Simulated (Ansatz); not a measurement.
**One shape, several levels: singlet [GaH2O2]−**

Wanted: a comparison of 6 runs (B3LYP/def2-SVPD, CAM-B3LYP/def2-SVPD, PBE0/def2-SVPD, SVWN5/def2-SVPD, RPA@PBE0/def2-SVPD, MP2/def2-SVPD) of singlet [GaH2O2]−. 

Program for the calculation: Ansatz 0.2.0.

48 further runs of the same task are left out: 48 set aside as unsound or not needed. Runs told in other sessions of the task aren't counted.

## 1. Starting point

[GaH2O2]−: 5 atoms, total charge -1, spin state singlet. SMILES of the parent species: `[OH][Ga][OH]`. Geometry: relaxed at PBE0-D4/def2-TZVP. This is one conformer, not always the lowest. That shape belongs to the parent species and isn't relaxed for this state.

Bond lengths: O1–Ga2 1.804 Å, Ga2–O3 1.795 Å, O1–H4 0.960 Å, O3–H5 0.963 Å. Angles: O1–Ga2–O3 114.9°, Ga2–O1–H4 114.9°, Ga2–O3–H5 111.1°.

## 2. A single-point energy at B3LYP/def2-SVPD (run 1)

job.yaml reads:

```yaml
crystal:
  periodic: [false, false, false]
  atoms:
    - {symbol: O, position_ang: [-0.370600, 0.021600, -1.274400]}
    - {symbol: Ga, position_ang: [-0.311700, -0.753800, 0.353600]}
    - {symbol: O, position_ang: [0.618200, 0.154900, 1.591100]}
    - {symbol: H, position_ang: [-0.867400, -0.464600, -1.936500]}
    - {symbol: H, position_ang: [0.981500, 0.968200, 1.224700]}
basis:
  gaussian: {orbitals: def2-SVPD}
total_charge: -1
magnetization: {spin_polarized: false}
hamiltonian: {xc: {name: B3LYP}}
accuracy: high
output: {orbitals: {seedname: orbitals}}
```

Run with:

```console
ansatz run job.yaml --threads 1 --pin off --max-ram 3480MiB --events-out events.jsonl --progress --plain --runs-dir runs
```

The program printed:

```text
Warning: RAYON_NUM_THREADS=1 ignored (pool sized by the plan → 1); use --threads N
Functional definition: B3LYP
  name "B3LYP"
  parameter a0 = 0.2
  parameter ax = 0.72
  parameter ac = 0.81
  exchange = (1 - a0 - ax)*slater_x + ax*b88_x + a0*exact_x
  correlation = (1 - ac)*vwn_rpa_c + ac*lyp_c
1901 factors; integrals over basis functions are off by at most 3.9e-9 eV
mean field evaluation 1: about -56496.8864 eV, gradient 3.5e1 eV
mean field evaluation 2: about -56491.5397 eV, gradient 6.6e1 eV
mean field evaluation 4: about -56498.8117 eV, gradient 1.3e0 eV
mean field evaluation 8: about -56498.8679 eV, gradient 1.3e-1 eV
mean field evaluation 16: about -56498.8679 eV, gradient 6.7e-6 eV
mean field -56498.86790211 eV, -2076.2950990944 hartree, gradient 4.9e-8 eV, S^2 0.000000; 0 other end points of the search recorded, 0 dependent functions left out
reference -56498.86793205 eV, -2076.2951001946 hartree; 25, 25 occupied and 75, 75 virtual orbitals, 1901 factors
Total energy: -56498.86793205 eV, -2076.2951001946 hartree
```

It took 8.1 s on 1 thread of Arm Neoverse V1, shared host; peak memory 0.32 GiB.

## 3. The energy at CAM-B3LYP/def2-SVPD (run 2)

run.yaml reads:

```yaml
crystal:
  periodic: [false, false, false]
  atoms:
    - {symbol: O, position_ang: [-0.370600, 0.021600, -1.274400]}
    - {symbol: Ga, position_ang: [-0.311700, -0.753800, 0.353600]}
    - {symbol: O, position_ang: [0.618200, 0.154900, 1.591100]}
    - {symbol: H, position_ang: [-0.867400, -0.464600, -1.936500]}
    - {symbol: H, position_ang: [0.981500, 0.968200, 1.224700]}
basis:
  gaussian: {orbitals: def2-SVPD}
total_charge: -1
hamiltonian: {xc: {name: CAM-B3LYP}}
accuracy: high
output: {orbitals: {seedname: orbitals}}
```

Run with:

```console
ansatz run run.yaml --threads 1 --pin off --max-ram 3480MiB --events-out events.jsonl --progress --plain --runs-dir runs
```

The program printed:

```text
Warning: RAYON_NUM_THREADS=1 ignored (pool sized by the plan → 1); use --threads N
Functional definition: CAM-B3LYP
  name "CAM-B3LYP"
  parameter alpha = 0.19
  parameter beta = 0.46
  parameter omega = 0.33/bohr
[... 1 set-up line as earlier in the session ...]
  exchange = (1 - alpha - beta)*b88_x + beta*b88_x_sr(omega) + alpha*exact_x + beta*exact_x_lr(omega)
  correlation = (1 - ac)*vwn5_c + ac*lyp_c
1901 factors; integrals over basis functions are off by at most 3.9e-9 eV
492 factors; integrals over basis functions are off by at most 1.4e-9 eV
mean field evaluation 1: about -56497.5857 eV, gradient 3.3e1 eV
mean field evaluation 2: about -56495.9326 eV, gradient 4.7e1 eV
mean field evaluation 4: about -56499.3500 eV, gradient 1.6e0 eV
mean field evaluation 8: about -56499.4052 eV, gradient 7.1e-2 eV
mean field evaluation 16: about -56499.4053 eV, gradient 3.4e-5 eV
mean field -56499.40526894 eV, -2076.3148469611 hartree, gradient 5.3e-8 eV, S^2 0.000000; 0 other end points of the search recorded, 0 dependent functions left out
reference -56499.40528366 eV, -2076.3148475021 hartree; 25, 25 occupied and 75, 75 virtual orbitals, 1901 factors
Total energy: -56499.40528366 eV, -2076.3148475021 hartree
```

It took 9.3 s on 1 thread of Arm Neoverse V1, shared host; peak memory 0.37 GiB.

## 4. The energy at PBE0/def2-SVPD (run 3)

run.yaml, as its differences from that of step 3:

```diff
@@ -11,3 +11,4 @@
 total_charge: -1
-hamiltonian: {xc: {name: CAM-B3LYP}}
+magnetization: {spin_polarized: false}
+hamiltonian: {xc: {name: PBE0}}
 accuracy: high
```

Run with:

```console
ansatz run run.yaml --threads 1 --pin off --max-ram 3480MiB --events-out events.jsonl --progress --plain --runs-dir runs
```

The program printed:

```text
Warning: RAYON_NUM_THREADS=1 ignored (pool sized by the plan → 1); use --threads N
Functional definition: PBE0
  name "PBE0"
  parameter a = 0.25
  parameter kappa = 0.804
  parameter beta = 0.06672455060314922
  exchange = (1 - a)*pbe_x(kappa = kappa, mu = beta*pi^2/3) + a*exact_x
  correlation = pbe_c(beta = beta)
1901 factors; integrals over basis functions are off by at most 3.9e-9 eV
mean field evaluation 1: about -56484.5016 eV, gradient 3.1e1 eV
mean field evaluation 2: about -56481.5621 eV, gradient 5.2e1 eV
mean field evaluation 4: about -56485.9842 eV, gradient 1.1e0 eV
mean field evaluation 8: about -56486.0569 eV, gradient 1.2e-1 eV
mean field evaluation 16: about -56486.0569 eV, gradient 4.7e-6 eV
mean field -56486.05688229 eV, -2075.8243027996 hartree, gradient 3.2e-8 eV, S^2 0.000000; 0 other end points of the search recorded, 0 dependent functions left out
reference -56486.05688469 eV, -2075.8243028878 hartree; 25, 25 occupied and 75, 75 virtual orbitals, 1901 factors
Total energy: -56486.05688469 eV, -2075.8243028878 hartree
```

Run time: 8.1 s. Hardware: 1 thread of Arm Neoverse V1, shared host; peak memory 0.32 GiB.

Runs 4 to 5 aren't shown in full; the table further down has their settings and results.

## 5. The energy at MP2/def2-SVPD (run 6)

input.yaml reads:

```yaml
crystal:
  periodic: [false, false, false]
  atoms:
    - symbol: O
      position_ang: [-0.370600, 0.021600, -1.274400]
    - symbol: Ga
      position_ang: [-0.311700, -0.753800, 0.353600]
    - symbol: O
      position_ang: [0.618200, 0.154900, 1.591100]
    - symbol: H
      position_ang: [-0.867400, -0.464600, -1.936500]
    - symbol: H
      position_ang: [0.981500, 0.968200, 1.224700]
basis:
  gaussian: {orbitals: def2-SVPD}
total_charge: -1
correlation: {method: mp2, frozen_orbitals: {Ga: 9, H: 0, O: 1}}
accuracy: high
```

Run with:

```console
ansatz run input.yaml --threads 1 --pin off --max-ram 3480MiB --events-out events.jsonl --progress --plain --runs-dir runs
```

The program printed:

```text
Warning: RAYON_NUM_THREADS=1 ignored (pool sized by the plan → 1); use --threads N
Functional definition: HF
  name "HF"
  exchange = exact_x
  correlation = 0
1901 factors; integrals over basis functions are off by at most 3.9e-9 eV
mean field evaluation 1: about -56430.6213 eV, gradient 2.2e1 eV
mean field evaluation 2: about -56430.6776 eV, gradient 2.3e1 eV
mean field evaluation 4: about -56431.9464 eV, gradient 3.1e0 eV
mean field evaluation 8: about -56431.9871 eV, gradient 1.7e-1 eV
mean field evaluation 16: about -56431.9875 eV, gradient 2.7e-8 eV
mean field -56431.98747750 eV, -2073.8372888230 hartree, gradient 2.7e-8 eV, S^2 0.000000; 0 other end points of the search recorded, 0 dependent functions left out
11 core orbitals not correlated: weight in the atoms' cores, before any rotation towards them, 1.000 or more for the frozen orbitals, at most 0.000 for the correlated occupied ones
reference -56431.98747750 eV, -2073.8372888230 hartree; 14, 14 occupied and 75, 75 virtual orbitals, 1901 factors
second order -17.23049180 eV of doubles, -0.00000000 eV of singles
Total energy: -56449.21796930 eV, -2074.4704977174 hartree
```

It took 4.5 s on 1 thread of Arm Neoverse V1, shared host; peak memory 0.28 GiB.

## 6. All runs side by side

```csv
run,level,frozen core orbitals,energy (Eh),HOMO energy (eV),LUMO energy (eV),HOMO–LUMO gap (eV),wall time
1,B3LYP/def2-SVPD,–,-2076.295100,0.29,4.13,3.84,8.1 s
2,CAM-B3LYP/def2-SVPD,–,-2076.314848,-0.92,4.94,5.86,9.3 s
3,PBE0/def2-SVPD,–,-2075.824303,0.22,4.35,4.13,8.1 s
4,SVWN5/def2-SVPD,–,-2072.158663,0.81,3.67,2.87,4.5 s
5,RPA@PBE0/def2-SVPD,11,-2074.647674,–,–,–,14 s
6,MP2/def2-SVPD,11,-2074.470498,–,–,–,4.5 s
```

## 7. Results

| quantity | value |
| --- | --- |
| run 6: total energy | -2074.47050 Eh |
| run 6: correlation energy (11 core orbitals frozen) | -633.2 mEh |

Over runs 1, 2, 3, 4 the HOMO–LUMO gap runs from 2.87 eV (SVWN5/def2-SVPD) to 5.86 eV (CAM-B3LYP/def2-SVPD). The empty levels of an anion lie above zero and hang on the basis. Totals of different functionals can't be ranked against each other. In runs 1, 3, 4 the HOMO lies above zero, from self-interaction, a short basis or an electron that isn't bound. All runs together took 49 s, the longest 14 s.
